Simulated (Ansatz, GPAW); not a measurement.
# Te2Mo with GLLB-SC from a Python script

These are simulated results from GPAW 26.7.0, not measurements. The cell began as a database structure and was relaxed with r2SCAN+rVV10 in plane waves (Ansatz 0.2.0). All runs are without spin polarisation.

The symmetry is P6_3/mmc (No. 194, hexagonal); conventional cell a = 3.542 Å, c = 14.176 Å, 25.67 Å³ an atom. Around Te lie 3 Mo at 2.72 Å; around Mo lie 6 Te at 2.72 Å.

GLLB-SC is a model potential. Its fundamental gap is the Kohn-Sham gap plus a derivative discontinuity, which the script evaluates at the band edges among the listed k points. Its total energy isn't variational and serves nothing here.

The script, run.py:

```python
import json
from ase import Atoms
from gpaw import GPAW, PW, FermiDirac

atoms = Atoms(['Te', 'Te', 'Te', 'Te', 'Mo', 'Mo'],
              cell=[[3.54213122, 0.0, 0.0], [-1.77106561, 3.06757562, 0.0], [0.0, 0.0, 14.17627468]],
              scaled_positions=[[0.333333333, 0.666666667, 0.123398968], [0.666666667, 0.333333333, 0.623423817], [0.666666667, 0.333333333, 0.876601032], [0.333333333, 0.666666667, 0.376576183], [0.333333333, 0.666666667, 0.750012384], [0.666666667, 0.333333333, 0.249987616]],
              pbc=True)
calc = GPAW(mode=PW(400), xc='GLLBSC', kpts={'size': (6, 6, 2), 'gamma': True},
            occupations=FermiDirac(0.02), maxiter=100, legacy_gpaw=True, txt='gpaw.txt')
atoms.calc = calc
res = {'energy': atoms.get_potential_energy(force_consistent=True)}
res['electrons'] = calc.get_number_of_electrons()
res['k'] = calc.get_ibz_k_points().tolist()
res['levels'] = [calc.get_eigenvalues(kpt=i).tolist() for i in range(len(res['k']))]
points = [[0.0, 0.0, 0.0], [0.5, 0.0, 0.0], [0.333333, 0.333333, 0.0], [0.0, 0.0, 0.5], [0.5, 0.0, 0.5], [0.333333, 0.333333, 0.5], [0.195312, 0.197917, 0.0]]
bands = calc.fixed_density(kpts=points, symmetry='off', nbands=round(res['electrons']) // 2 + 6, convergence={'bands': -2}, txt='bands.txt')
res['points'] = [bands.get_eigenvalues(kpt=i).tolist() for i in range(len(points))]
homo, lumo = bands.get_homo_lumo()
potential = calc.hamiltonian.xc.response.calculate_discontinuity_potential(homo, lumo)
res['discontinuity'] = bands.hamiltonian.xc.response.calculate_discontinuity(potential)
json.dump(res, open('results.json', 'w'))
print('free energy (eV):', round(res['energy'], 5))
```

Command: `python run.py`. It took 110 s on 1 thread of Intel(R) Xeon(R) Platinum 8375C CPU @ 2.90GHz (Ice Lake) (shared host), peak memory 0.24 GiB.

The log gpaw.txt, trimmed of paths, versions and times, then the last line on the terminal. An iter line gives the energy in eV and the logarithms of the changes of orbitals (plane waves alone) and density (c: converged):

```
___ ___ ___ _ _ _
 |   |   |_  | | | |

 | | | | | . | | | |

 |__ |  _|___|_____|  26.7.0
 |___|_|

Input parameters:
  kpts: {gamma: True,
         size: (6, 6, 2)}
  maxiter: 100
  mode: {ecut: 400.0,
         name: pw}
  occupations: {fixmagmom: False,
                name: fermi-dirac,
                width: 0.02}
  xc: GLLBSC

System changes: positions, numbers, cell, pbc, initial_charges, initial_magmoms

Initialize ...

species:
  Te:
    name:    Tellurium
    Z:       52.0
    valence: 6
    core:    46
    charge:  0.0  # [|e|]
    compensation charges:
      type: gauss
      rc: 0.36  # [Å]
      lmax: 2
    cutoffs:
      filter: 2.09  # [Å]
      core: 3.17  # [Å]
    projectors
    | kind |    occ | energy [eV] | rcut [Å] |

    |------|--------|-------------|----------|

    |   5s |  2.000 |     -17.259 |    1.180 |

    |   5p |  4.000 |      -8.515 |    1.196 |

    |    s |        |       9.952 |    1.180 |

    |    p |        |      18.697 |    1.196 |

    |    d |        |       0.000 |    1.238 |

    Using partial waves for Te as LCAO basis

  Mo:
    name:    Molybdenum
    Z:       42.0
    valence: 14
    core:    28
    charge:  0.0  # [|e|]
    compensation charges:
      type: gauss
      rc: 0.38  # [Å]
      lmax: 2
    cutoffs:
      filter: 2.16  # [Å]
      core: 1.42  # [Å]
    projectors
    | kind |    occ | energy [eV] | rcut [Å] |

    |------|--------|-------------|----------|

    |   4s |  2.000 |     -65.802 |    1.238 |

    |   5s |  1.000 |      -6.523 |    1.238 |

    |   4p |  6.000 |     -40.247 |    1.296 |

    |   5p |  0.000 |      -2.799 |    1.296 |

    |   4d |  5.000 |      -6.061 |    1.296 |

    |    d |        |      21.151 |    1.296 |

    Using partial waves for Mo as LCAO basis

Reference energy: -958995.139152  # eV

Spin-paired calculation

Convergence criteria:
 Maximum [total energy] change in last 3 cyles: 0.0005 eV / valence electron
 Maximum integral of absolute [dens]ity change: 0.0001 electrons / valence electron
 Maximum integral of absolute [eigenst]ate change: 4e-08 eV^2 / valence electron
 Maximum number of scf [iter]ations: 100
 (Square brackets indicate name in SCF output, whereas a 'c' in
 the SCF output indicates the quantity has converged.)

Symmetries present (total): 12

  ( 1  1  0)  ( 1  1  0)  ( 1  0  0)  ( 1  0  0)  ( 0  1  0)  ( 0  1  0)
  ( 0 -1  0)  (-1  0  0)  ( 0  1  0)  (-1 -1  0)  ( 1  0  0)  (-1 -1  0)
  ( 0  0  1)  ( 0  0 -1)  ( 0  0  1)  ( 0  0 -1)  ( 0  0 -1)  ( 0  0  1)

  ( 0 -1  0)  ( 0 -1  0)  (-1  0  0)  (-1  0  0)  (-1 -1  0)  (-1 -1  0)
  ( 1  1  0)  (-1  0  0)  ( 1  1  0)  ( 0 -1  0)  ( 1  0  0)  ( 0  1  0)
  ( 0  0 -1)  ( 0  0  1)  ( 0  0  1)  ( 0  0 -1)  ( 0  0  1)  ( 0  0 -1)

72 k-points: 6 x 6 x 2 Monkhorst-Pack grid + [1/12,1/12,1/4]
14 k-points in the irreducible part of the Brillouin zone
       k-points in crystal coordinates                weights
   0:     0.00000000    0.00000000    0.00000000          1/72
   1:     0.00000000    0.00000000    0.50000000          1/72
   2:     0.16666667    0.00000000    0.00000000          6/72
   3:     0.16666667    0.00000000    0.50000000          6/72
   4:     0.33333333   -0.16666667    0.00000000          6/72
   5:     0.33333333   -0.16666667    0.50000000          6/72
   6:     0.33333333    0.00000000    0.00000000          6/72
   7:     0.33333333    0.00000000    0.50000000          6/72
   8:     0.33333333    0.33333333    0.00000000          2/72
   9:     0.33333333    0.33333333    0.50000000          2/72
          ...
  13:     0.50000000    0.50000000    0.50000000          3/72

Wave functions: Plane wave expansion
  Cutoff energy: 400.000 eV
  Number of coefficients (min, max): 2782, 2832
  Pulay-stress correction: 0.000000 eV/Ang^3 (de/decut=0.000000)
  Using FFTW library
  ScaLapack parameters: grid=1x1, blocksize=None
  Wavefunction extrapolation:
    Improved wavefunction reuse through dual PAW basis

Occupation numbers: Fermi-Dirac:
  width: 0.0200  # eV

Eigensolver
   Davidson(niter=2)

Densities:
  Coarse grid: 18*18*70 grid
  Fine grid: 36*36*140 grid
  Total Charge: 0.000000

Density mixing:
  Method: separate
  Backend: msr1
  Linear mixing parameter: 0.05
  old densities: 10
  Width of damping distribution: 1.1
  Damping of long wavelength oscillations: 20

Hamiltonian:
  XC and Coulomb potentials evaluated on a 36*36*140 grid
  Using the GLLBSC Exchange-Correlation functional
  External potential:
    NoExternalPotential

XC parameters: GLLBSC functional being used consists of
  -----------------------------------------------------------------------
  | Weight | Module     | Description                                   |

  -----------------------------------------------------------------------
  |  1.000 | SCREENING  | GGA_X_PBE_SOL with 2 nearest neighbor stencil |

  |  1.000 | RESPONSE   | eps=0.0500 eV                                 |

  |  1.000 | XC         | GGA_C_PBE_SOL with 2 nearest neighbor stencil |

  -----------------------------------------------------------------------

Memory estimate:
  Process memory now: 121.58 MiB
  Calculator: 46.58 MiB
    Density: 11.68 MiB
      Arrays: 4.50 MiB
      Localized functions: 3.72 MiB
      Mixer: 3.46 MiB
    Hamiltonian: 3.03 MiB
      Arrays: 2.94 MiB
      XC: 0.00 MiB
      Poisson: 0.00 MiB
      vbar: 0.09 MiB
    Wavefunctions: 31.87 MiB
      Arrays psit_nG: 21.78 MiB
      Eigensolver: 1.97 MiB
      Projections: 0.68 MiB
      Projectors: 5.98 MiB
      PW-descriptor: 1.47 MiB

Total number of cores used: 1

Number of atoms: 6
Number of atomic orbitals: 42
Number of bands in calculation: 36
Number of valence electrons: 52
Bands to converge: occupied

... initialized

Initializing position-dependent things.

Density initialized from atomic densities
Creating initial wave functions:
  36 bands from LCAO basis set
Positions:
   0 Te    -0.000000    2.045050    1.749338    ( 0.0000,  0.0000,  0.0000)
   1 Te     1.771066    1.022525    8.837827    ( 0.0000,  0.0000,  0.0000)
   2 Te     1.771066    1.022525   12.426937    ( 0.0000,  0.0000,  0.0000)
   3 Te    -0.000000    2.045050    5.338447    ( 0.0000,  0.0000,  0.0000)
   4 Mo    -0.000000    2.045050   10.632382    ( 0.0000,  0.0000,  0.0000)
   5 Mo     1.771066    1.022525    3.543893    ( 0.0000,  0.0000,  0.0000)

Unit cell:
           periodic     x           y           z      points  spacing
  1. axis:    yes    3.542131    0.000000    0.000000    18     0.1704
  2. axis:    yes   -1.771066    3.067576    0.000000    18     0.1704
  3. axis:    yes    0.000000    0.000000   14.176275    70     0.2025

  Lengths:   3.542131   3.542131  14.176275
  Angles:   90.000000  90.000000 120.000000

Effective grid spacing dv^(1/3) = 0.1894

iter:   1   -42.652343
iter:   2   -41.935594   -0.29  -1.18
iter:   3   -41.429618   -1.01  -1.18
iter:   4   -41.334031   -1.45  -1.42
iter:   5   -41.283853   -2.27  -1.60
iter:   6   -41.146530   -2.54  -1.66
iter:   7   -41.200128   -2.59  -2.11
iter:   8   -41.204234   -3.59  -2.19
iter:   9   -41.198946c  -4.13  -2.54
iter:  10   -41.185598c  -3.74  -2.71
iter:  11   -41.188831c  -4.73  -2.87
iter:  12   -41.191169c  -5.05  -3.32
iter:  13   -41.190641c  -5.82  -3.81
iter:  14   -41.189800c  -6.63  -4.00c
iter:  15   -41.189630c  -7.06  -4.28c
iter:  16   -41.189599c  -7.94c -4.89c

Converged after 16 iterations.

Energy contributions relative to reference atoms: (reference = -958995.139152)

Kinetic:        +82.422481
Potential:      -80.968489
External:        +0.000000
XC:             -38.418213
Entropy (-ST):   -0.000000
Local:           -4.225378
SIC:             +0.000000
--------------------------
Free energy:    -41.189599
Extrapolated:   -41.189599

GLLBSC response reference energy: 6.95819 eV (from HOMO)

Showing only first 2 kpts
 Kpt  Band  Eigenvalues  Occupancy
  0    24      6.60207    2.00000
  0    25      6.95827    2.00000
  0    26      9.96481    0.00000
  0    27      9.96481    0.00000

  1    24      6.86993    2.00000
  1    25      6.87070    2.00000
  1    26      9.99713    0.00000
  1    27      9.99713    0.00000

Fermi level: 7.45871

Gap: 0.964 eV
Transition (v -> c):
  (s=0, k=0, n=25, [0.00, 0.00, 0.00]) -> (s=0, k=8, n=26, [0.33, 0.33, 0.00])
Direct/indirect transitions are different
Direct gap: 0.990 eV
Transition at: (s=0, k=8, n=25, [0.33, 0.33, 0.00])

free energy (eV): -41.1896
```

The gap in the log is over the mesh alone; results.json adds the listed points. GLLB-SC gives a gap of 1.24 eV (0.859 eV Kohn-Sham over the listed points plus 0.377 eV discontinuity). On the same cell, plane-wave PBE (Ansatz, 12×12×2 k points and the special points) gives a gap of 0.77 eV and r2SCAN a gap of 0.88 eV; on shared hosts these took about 17 and 34 core-seconds on the 6-atom cell, against 110 for the script. Spin-orbit coupling, left out in all these runs, can cut or reorder the gap by tenths of an eV, up to about 1 eV with Pb or Bi.

Spin-orbit coupling is left out, which matters wherever the heavy atoms make up the band edges.
